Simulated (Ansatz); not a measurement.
MnS:

```xyz
2
Lattice="0.0000 2.6045 2.6045 2.6045 0.0000 2.6045 2.6045 2.6045 0.0000" Properties=species:S:1:pos:R:3 pbc="T T T"
Mn    0.0000    0.0000    0.0000
S     2.6045    2.6045    2.6045
```

```yaml
Program: Ansatz 0.2.0
Task: relaxation of cell and atoms
Functional: BLYP
Dispersion: D4
Potentials_or_basis: all-electron LAPW, scalar-relativistic
Basis_error_allowed: 0.001 eV/atom
k_mesh: 9 × 9 × 9
Occupations: fermi-dirac, width 0.05 eV
Spin: collinear spin, ferromagnetic start
Starting_moments: "[4.0, 0.0] μB"
```

At the start: volume 17.67 Å³/atom.

How do energy, volume and symmetry change on relaxing?

Over 6 steps the energy falls by 40.3 meV/atom and the volume is 15.35 Å³/atom (-13.1 %); space group Fm-3m (No. 225, to 0.05 Å); moment 4.02 μB per cell.

Step by step:
```tsv
step	energy change (eV)	largest force (eV/Å)	volume (Å³)
1	0.0000	0.0000	35.33
2	-0.0545	0.0000	33.26
3	-0.0804	0.0000	30.88
4	-0.0806	0.0000	30.58
5	-0.0807	0.0000	30.71
6	-0.0807	0.0000	30.71
```

Final structure:
```
Mn S
1.0
     0.00000    2.48539    2.48539
     2.48539    0.00000    2.48539
     2.48539    2.48539    0.00000
Mn S
1 1
Cartesian
  0.0000 0.0000 0.0000
  2.4854 2.4854 2.4854
```

Caveat: the volume moved by -13 % from the deposited cell, more than functionals usually miss; a cell with one magnetic atom can't hold antiferromagnetic order, which such compounds often take.
